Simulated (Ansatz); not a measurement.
# CH₆OSSi₂: one species, many methods

One table from this session's results is given with a row withheld; the runs are named, their logs left out.

Method: functionals in def2-TZVPP, the program's frozen cores in correlated methods; program: Ansatz 0.2.0, Gaussian basis.

Plan: PBE-D4, r2SCAN-D4, PBE0-D4, B3LYP-D4, ωB97X-V, ωB97M-V, B2PLYP; CCSD(T)/def2-TZVPP; MP2/def2-QZVPP; extrapolation to the limit.

## Structure used throughout

The geometry comes from an earlier relaxation with PBE0-D4 in a triple-zeta def2 set; it is a stationary point, not always the lowest conformer.

SMILES `O[SiH]1CS[SiH2]1`, 11 atoms, charge 0, spin multiplicity 1.

Atoms are counted from 1 here; the program's logs count them from 0.

Bond lengths: O1–Si2 1.648 Å, O1–H6 0.959 Å, Si2–C3 1.893 Å, Si2–Si5 2.332 Å, Si2–H7 1.486 Å, C3–S4 1.843 Å, C3–H8 1.092 Å, C3–H9 1.092 Å, S4–Si5 2.164 Å, Si5–H10 1.490 Å, Si5–H11 1.488 Å. Angles: Si2–O1–H6 116.5°, O1–Si2–C3 112.2°, O1–Si2–Si5 113.8°, O1–Si2–H7 104.6°, C3–Si2–Si5 84.0°, C3–Si2–H7 116.5°, Si5–Si2–H7 125.0°, Si2–C3–S4 99.3°, Si2–C3–H8 114.6°, Si2–C3–H9 114.3°, S4–C3–H8 109.5°, S4–C3–H9 110.1°, H8–C3–H9 108.6°, C3–S4–Si5 90.2°, Si2–Si5–S4 78.5°, Si2–Si5–H10 119.5°, Si2–Si5–H11 121.9°, S4–Si5–H10 113.6° and more.

Geometry (Å):

```xyz
11

O    -0.9344    1.7768    0.8170
Si    0.3191    0.7296    0.5983
C    -0.1697   -1.0599    0.9754
S    -0.7197   -1.5776   -0.7055
Si    0.5249   -0.0447   -1.5916
H    -1.7397    1.5888    0.3305
H     1.4268    1.2984    1.4091
H    -0.9985   -1.1666    1.6783
H     0.6561   -1.6903    1.3112
H     1.8428   -0.5500   -2.0695
H    -0.1424    0.6385   -2.7328
```

Set-up of the first run:

Contents of in.yaml:

```yaml
crystal:
  periodic: [false, false, false]
  atoms:
    - {symbol: O, position_ang: [-0.934407, 1.776835, 0.817045]}
    - {symbol: Si, position_ang: [0.319092, 0.729625, 0.598342]}
    - {symbol: C, position_ang: [-0.169698, -1.059852, 0.975408]}
    - {symbol: S, position_ang: [-0.719677, -1.577645, -0.705521]}
    - {symbol: Si, position_ang: [0.524934, -0.044695, -1.591575]}
    - {symbol: H, position_ang: [-1.739717, 1.588753, 0.330520]}
    - {symbol: H, position_ang: [1.426834, 1.298431, 1.409144]}
    - {symbol: H, position_ang: [-0.998540, -1.166563, 1.678271]}
    - {symbol: H, position_ang: [0.656081, -1.690339, 1.311182]}
    - {symbol: H, position_ang: [1.842755, -0.549985, -2.069481]}
    - {symbol: H, position_ang: [-0.142357, 0.638536, -2.732836]}
basis:
  gaussian: {orbitals: def2-TZVPP}
hamiltonian: {xc: pbe, dispersion: d4}
output: {forces: true, orbitals: {seedname: orbitals}}
```

Launch:

```console
> ansatz run in.yaml --threads 4 --pin off --events-out ev --progress --plain --max-ram 10444MiB
```

Steps of the session up to this table: PBE-D4 (GGA); r2SCAN-D4 (meta-GGA); PBE0-D4 (hybrid); B3LYP-D4 (hybrid); ωB97X-V (range-separated); ωB97M-V (range-separated); B2PLYP (double hybrid); CCSD(T) in def2-TZVPP; MP2 in def2-QZVPP.

One table of the session follows, with a row left open; its other results are not shown here.

| method | atomisation energy (eV) |
| --- | --- |
| PBE-D4 | 40.224 |
| r2SCAN-D4 | 39.914 |
| PBE0-D4 | 39.686 |
| B3LYP-D4 | 39.546 |
| ωB97X-V | 40.074 |
| ωB97M-V | 39.929 |
| B2PLYP | 39.090 |
| HF/def2-TZVPP | 28.677 |
| MP2/def2-TZVPP | 39.205 |
| CCSD/def2-TZVPP | 37.982 |
| CCSD(T)/def2-TZVPP | ? |
| MP2/CBS | 40.458 |
| CCSD(T)/CBS | 39.873 |

Estimate the missing values for CCSD(T)/def2-TZVPP.

The run gave: atomisation energy (eV): 38.621. In the column «atomisation energy (eV)» it lies between CCSD/def2-TZVPP (37.982) and B2PLYP (39.090).
